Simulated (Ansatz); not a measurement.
# Si3H8O2: a ladder of functionals and wavefunction methods

An exercise on one series of results from a longer session: the logs are not shown, and one member is left open.

Computed with Ansatz 0.2.0, Gaussian basis. Level: functionals in def2-TZVPP, the program's frozen cores in correlated methods.

The runs, in order: PBE-D4, r2SCAN-D4, PBE0-D4, B3LYP-D4, ωB97X-V, ωB97M-V, B2PLYP; CCSD(T)/def2-TZVPP; MP2/def2-QZVPP; extrapolation to the limit.

## Structure used throughout

All runs share one geometry, relaxed beforehand with PBE0-D4 in a triple-zeta def2 set.

13 atoms, charge 0, spin multiplicity 1.

Atoms are counted from 1 here; the program's logs count them from 0.

Bond lengths: O1–Si2 1.655 Å, O1–H6 0.959 Å, Si2–Si3 2.355 Å, Si2–H7 1.485 Å, Si2–H8 1.493 Å, Si3–O4 1.650 Å, Si3–H9 1.490 Å, Si3–H10 1.488 Å, O4–Si5 1.630 Å, Si5–H11 1.494 Å, Si5–H12 1.481 Å, Si5–H13 1.485 Å. Angles: Si2–O1–H6 116.9°, O1–Si2–Si3 111.1°, O1–Si2–H7 106.1°, O1–Si2–H8 111.1°, Si3–Si2–H7 110.7°, Si3–Si2–H8 109.4°, H7–Si2–H8 108.5°, Si2–Si3–O4 109.6°, Si2–Si3–H9 111.0°, Si2–Si3–H10 111.5°, O4–Si3–H9 108.9°, O4–Si3–H10 107.7°, H9–Si3–H10 108.1°, Si3–O4–Si5 143.9°, O4–Si5–H11 109.8°, O4–Si5–H12 109.0°, O4–Si5–H13 110.9°, H11–Si5–H12 108.7° and more.

Set-up of the first run:

File in.yaml:

```yaml
crystal:
  periodic: [false, false, false]
  atoms:
    - {symbol: O, position_ang: [-2.115489, 0.678987, 0.535029]}
    - {symbol: Si, position_ang: [-1.157528, -0.203166, 1.556716]}
    - {symbol: Si, position_ang: [1.120473, 0.062192, 1.021089]}
    - {symbol: O, position_ang: [1.353321, -0.256872, -0.580546]}
    - {symbol: Si, position_ang: [0.730666, -0.040108, -2.070976]}
    - {symbol: H, position_ang: [-2.093801, 0.440654, -0.393877]}
    - {symbol: H, position_ang: [-1.437005, 0.305113, 2.924048]}
    - {symbol: H, position_ang: [-1.511537, -1.653066, 1.508991]}
    - {symbol: H, position_ang: [1.577508, 1.451333, 1.307328]}
    - {symbol: H, position_ang: [1.976507, -0.875043, 1.797301]}
    - {symbol: H, position_ang: [-0.747375, -0.255819, -2.039454]}
    - {symbol: H, position_ang: [1.336272, -1.027855, -2.993977]}
    - {symbol: H, position_ang: [0.988486, 1.338952, -2.556673]}
basis:
  gaussian: {orbitals: def2-TZVPP}
hamiltonian: {xc: pbe, dispersion: d4}
output: {forces: true, orbitals: {seedname: orbitals}}
```

Command:

```sh
$ ansatz run in.yaml --threads 4 --pin off --events-out ev --progress --plain --max-ram 10444MiB
```

Steps of the session up to this table: PBE-D4 (GGA); r2SCAN-D4 (meta-GGA); PBE0-D4 (hybrid); B3LYP-D4 (hybrid); ωB97X-V (range-separated); ωB97M-V (range-separated); B2PLYP (double hybrid); CCSD(T) in def2-TZVPP; MP2 in def2-QZVPP.

One of the session's tables, all rows but one given; the rest of the session is left out.

It belongs to the step «Atomisation energies». 

| method | atomisation energy (kJ/mol) |
| --- | --- |
| PBE-D4 | 4319.9 |
| r2SCAN-D4 | 4349.5 |
| PBE0-D4 | 4278.4 |
| B3LYP-D4 | 4345.8 |
| ωB97X-V | 4387.1 |
| ωB97M-V | 4360.3 |
| B2PLYP | 4297.2 |
| HF/def2-TZVPP | 3243.3 |
| MP2/def2-TZVPP | 4282.1 |
| CCSD/def2-TZVPP | ? |
| CCSD(T)/def2-TZVPP | 4250.7 |
| MP2/CBS | 4410.2 |
| CCSD(T)/CBS | 4378.9 |

Estimate the missing values for CCSD/def2-TZVPP.

The run gave: atomisation energy (kJ/mol): 4204.6. In the column «atomisation energy (kJ/mol)» it lies between HF/def2-TZVPP (3243.3) and CCSD(T)/def2-TZVPP (4250.7).

To keep in mind: Free atoms (2 O, 3 Si, 8 H) were run apart at each level; the atomisation energy is their sum less the molecule, without zero-point or spin-orbit terms.
